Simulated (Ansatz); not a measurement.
# BaTiO3: a strain scan

Aim: for BaTiO3, see how energy and stress answer to the strain pattern (0, 0, 0, 1, 0, 0).

Method: DFT r2SCAN, scalar-relativistic, plane waves, PAW, in Ansatz 0.2.0.

## Step 1: The system as given

The structure is cubic, space group Pm-3m (No. 221). The conventional cell has a = 3.994 Å, b = 3.994 Å, c = 3.994 Å, α = 90.00°, β = 90.00°, γ = 90.00°. Ba (site symmetry m-3m) is surrounded by 12 O at 2.82 Å. Ti (site symmetry m-3m) is surrounded by 6 O at 2.00 Å. O (site symmetry 4/mmm) has 2 Ti at 2.00 Å and 4 Ba at 2.82 Å as nearest neighbours.

As a file:

```
CELL_PARAMETERS angstrom
3.99397 0.00000 0.00000
0.00000 3.99397 0.00000
0.00000 0.00000 3.99410
ATOMIC_POSITIONS crystal
Ba 0.00000 0.00000 0.00000
Ti 0.50000 0.50000 0.50000
O 0.50000 0.50000 0.00000
O 0.50000 0.00000 0.50000
O 0.00000 0.50000 0.50000
```

This cell was relaxed beforehand with the same method: volume 12.74 Å³/atom, gap on the mesh 2.17 eV.

## Step 2: Zero of energy

Reference values: F = -10183.7939 eV; pressure 0.00 GPa; largest force 0.000 eV/Å; gap on the mesh 2.17 eV. It was computed beforehand with the settings of the runs below.

## Step 3: The scan: a strain scan

The cell is strained by ε times the Voigt pattern (0, 0, 0, 1, 0, 0) (xx, yy, zz, yz, xz, xy; engineering shear), with fractional coordinates fixed (clamped ions). The stress on the pattern is the sum of the stress components weighted by it, tension positive.

## Step 4: Point ε = -0.1500

input.yaml

```yaml
crystal:
  lattice:
    - [3.9939696187, 0.0, 0.0]
    - [0.0, 3.9939696187, -0.2995477214]
    - [0.0, -0.2995577881, 3.994103841]
  atoms:
    - { symbol: Ba, position: [0.0, 0.0, 0.0] }
    - { symbol: Ti, position: [0.5, 0.5, 0.5] }
    - { symbol: O, position: [0.5, 0.5, 0.0] }
    - { symbol: O, position: [0.5, 0.0, 0.5] }
    - { symbol: O, position: [0.0, 0.5, 0.5] }
basis:
  ecutwfc: 500
kpoints:
  mp_grid: { grid: [8, 8, 8] }
hamiltonian:
  xc: r2scan
scf:
  occupations: { method: gaussian, width: 0.05 }
output:
  forces: true
  stress: true
  eigenvalues: true
```

Command:

```
> ansatz run input.yaml --threads 1 --pin off --max-ram 2560MiB --backend cpu --events-out ev --progress --plain --runs-dir out
```

## Step 5: Point ε = 0.1125

input.yaml, as its differences from that of step 4:

```diff
@@ -3,4 +3,4 @@
     - [3.9939696187, 0.0, 0.0]
-    - [0.0, 3.9939696187, -0.2995477214]
-    - [0.0, -0.2995577881, 3.994103841]
+    - [0.0, 3.9939696187, 0.2246607911]
+    - [0.0, 0.2246683411, 3.994103841]
   atoms:
```

## Step 6: ε = -0.0750

input.yaml, as its differences from that of step 5:

```diff
@@ -3,4 +3,4 @@
     - [3.9939696187, 0.0, 0.0]
-    - [0.0, 3.9939696187, 0.2246607911]
-    - [0.0, 0.2246683411, 3.994103841]
+    - [0.0, 3.9939696187, -0.1497738607]
+    - [0.0, -0.149778894, 3.994103841]
   atoms:
```

## Step 7: Point ε = 0.0375

input.yaml, as its differences from that of step 6:

```diff
@@ -3,4 +3,4 @@
     - [3.9939696187, 0.0, 0.0]
-    - [0.0, 3.9939696187, -0.1497738607]
-    - [0.0, -0.149778894, 3.994103841]
+    - [0.0, 3.9939696187, 0.0748869304]
+    - [0.0, 0.074889447, 3.994103841]
   atoms:
```

## Step 8: At ε = 0.1312

input.yaml, as its differences from that of step 7:

```diff
@@ -3,4 +3,4 @@
     - [3.9939696187, 0.0, 0.0]
-    - [0.0, 3.9939696187, 0.0748869304]
-    - [0.0, 0.074889447, 3.994103841]
+    - [0.0, 3.9939696187, 0.262004407]
+    - [0.0, 0.262013212, 3.994103841]
   atoms:
```

## Step 9: ε = 0.0937

input.yaml, as its differences from that of step 8:

```diff
@@ -3,4 +3,4 @@
     - [3.9939696187, 0.0, 0.0]
-    - [0.0, 3.9939696187, 0.262004407]
-    - [0.0, 0.262013212, 3.994103841]
+    - [0.0, 3.9939696187, 0.1871174766]
+    - [0.0, 0.187123765, 3.994103841]
   atoms:
@@ -23 +23,5 @@
   eigenvalues: true
+  write_density: true
+  write_potential: true
+  elf: true
+  volumetric_format: npy
```

## Step 10: Point ε = 0.0562

input.yaml, as its differences from that of step 9:

```diff
@@ -3,4 +3,4 @@
     - [3.9939696187, 0.0, 0.0]
-    - [0.0, 3.9939696187, 0.1871174766]
-    - [0.0, 0.187123765, 3.994103841]
+    - [0.0, 3.9939696187, 0.1122305463]
+    - [0.0, 0.1122343179, 3.994103841]
   atoms:
@@ -23,5 +23 @@
   eigenvalues: true
-  write_density: true
-  write_potential: true
-  elf: true
-  volumetric_format: npy
```

(Steps that only read results are left out.)

**Question.** What will these runs give? Wanted: slope of the stress at ε = 0, from the points at -0.0750, 0 and 0.0375.

The runs gave:

| quantity | value |
| --- | --- |
| slope of the stress at ε = 0, from the points at -0.0750, 0 and 0.0375 | 134 GPa |

What this shows: The slope of the stress at zero strain, 134 GPa, estimates C44 with clamped ions in this Cartesian frame; letting the atoms relax could not make it stiffer. The step is wide, so higher orders mix in. No sampled point lies below the undisturbed cell. The gap on the mesh stays between 1.29 and 2.17 eV.
